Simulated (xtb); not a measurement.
# GFN2-xTB run of GeH3Br (SMILES [GeH3][Br])

We compute a geometry optimisation of GeH3Br. 

The calculation is run with xtb 6.7.1 later snapshot.

6 further runs of the same task are left out: 6 set aside as unsound or not needed.

### 1 The system as given

The species is GeH3Br (5 atoms), meant as a singlet with charge 0. SMILES: `[GeH3][Br]`. All atoms were displaced at random from a relaxed shape. The run starts from this shape.

Bond lengths: Ge1–Br2 2.421 Å, Ge1–H3 1.499 Å, Ge1–H4 1.486 Å, Ge1–H5 1.571 Å. Angles: Br2–Ge1–H3 104.8°, Br2–Ge1–H4 104.3°, Br2–Ge1–H5 103.6°, H3–Ge1–H4 116.9°, H3–Ge1–H5 112.9°, H4–Ge1–H5 112.7°.

### 2 A geometry optimisation at GFN2-xTB

Contents of xtb.inp:

```
$chrg 0
$spin 0
$end
```

Contents of start.xyz:

```xyz
5

Ge     0.175490     0.033480    -0.169600
Br    -1.557130    -0.149630     1.511710
H      0.154590     1.472750    -0.586830
H     -0.204530    -0.969100    -1.198000
H      1.484700    -0.359340     0.604480
```

Started as:

```sh
$ xtb start.xyz -I xtb.inp -o normal -P 1 | tee run.log
```

**Question.** What will come out? Wanted: total energy at the end; dipole moment; HOMO energy; LUMO energy; HOMO–LUMO gap; dispersion energy; mean polarisability.

Answer, from the run:

Level: GFN2-xTB.

| quantity | value |
| --- | --- |
| total energy at the end | -7.58196 Eh |
| dipole moment | 4.64 D |
| HOMO energy | -11.75 eV |
| LUMO energy | -5.03 eV |
| HOMO–LUMO gap | 6.72 eV |
| dispersion energy | -5.93 kJ/mol |
| mean polarisability (D4 model) | 54.0 bohr³ |

At the final geometry: Bond lengths: Ge1–Br2 2.258 Å, Ge1–H3 1.499 Å, Ge1–H4 1.498 Å, Ge1–H5 1.498 Å. Angles: Br2–Ge1–H3 107.2°, Br2–Ge1–H4 107.1°, Br2–Ge1–H5 107.4°, H3–Ge1–H4 111.6°, H3–Ge1–H5 111.6°, H4–Ge1–H5 111.6°. The optimisation took 9 steps and changed the energy by -0.179 eV.
